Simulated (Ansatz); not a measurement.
# ClF2HSi: the cost of one run

Computed with Ansatz 0.2.0, Gaussian basis. Level: PBE0-D4/def2-TZVP structures, single points in def2-TZVPP, no counterpoise correction.

Levels: SPW92, PBE-D4, BLYP-D4, r2SCAN-D4, B97M-V, PBE0-D4, B3LYP-D4, r2SCAN0-D4, BHLYP-D4, CAM-B3LYP-D4, wB97X-V, wB97M-V, B2PLYP, PBE-QIDH, RPA on PBE, Hartree-Fock, MP2, CCSD, CCSD(T).

Cores are frozen in the correlated methods. B3LYP uses VWN-RPA correlation. B2PLYP carries no dispersion term here.

94 further runs of the same task are left out: 94 set aside as unsound or not needed.

## Step 1: Starting geometry

The complex: 8 atoms, charge 0, spin multiplicity 1.

Atoms are counted from 1 here; the program's logs count them from 0.

Bond lengths: Si1–Cl2 2.012 Å, Si1–F3 1.581 Å, Si1–F4 1.581 Å, Si1–H5 1.466 Å, H6–O7 0.960 Å, O7–H8 0.960 Å. Angles: Cl2–Si1–F3 111.0°, Cl2–Si1–F4 111.0°, Cl2–Si1–H5 110.3°, F3–Si1–F4 108.4°, F3–Si1–H5 108.0°, F4–Si1–H5 108.0°, H6–O7–H8 105.3°.

Geometry (Å):

```xyz
8
charge 0, multiplicity 1
Si   -0.6403   -0.4511   -0.9408
Cl    0.4654    0.8582   -1.9957
F     0.2797   -1.5074   -0.2075
F    -1.5124    0.2927    0.1483
H    -1.5497   -1.1806   -1.8302
H     1.4433    0.0229    1.6469
O     1.1375    0.8719    1.3183
H     0.3764    1.0934    1.8605
```

Its parts: ClF2HSi holds atoms 1, 2, 3, 4, 5; H2O holds atoms 6, 7, 8. Each part counts its atoms afresh in its own runs.

## Step 2: Relaxing ClF2HSi alone

relax-a/in.yaml reads:

```yaml
crystal:
  periodic: [false, false, false]
  atoms:
    - {symbol: Si, position_ang: [-0.640291, -0.451073, -0.940775]}
    - {symbol: Cl, position_ang: [0.465444, 0.858190, -1.995657]}
    - {symbol: F, position_ang: [0.279704, -1.507364, -0.207513]}
    - {symbol: F, position_ang: [-1.512386, 0.292684, 0.148291]}
    - {symbol: H, position_ang: [-1.549654, -1.180611, -1.830225]}
basis:
  gaussian: {orbitals: def2-TZVP}
hamiltonian: {xc: pbe0, dispersion: d4}
relax: {f_tol: 0.005, max_steps: 200}
```

Command:

```bash
$ ansatz run in.yaml --threads 4 --pin off --events-out ev --progress --plain --max-ram 9574MiB
```

**Question.** How long does this run take on 4 threads of Arm Neoverse V1, shared host?

About 10 s.
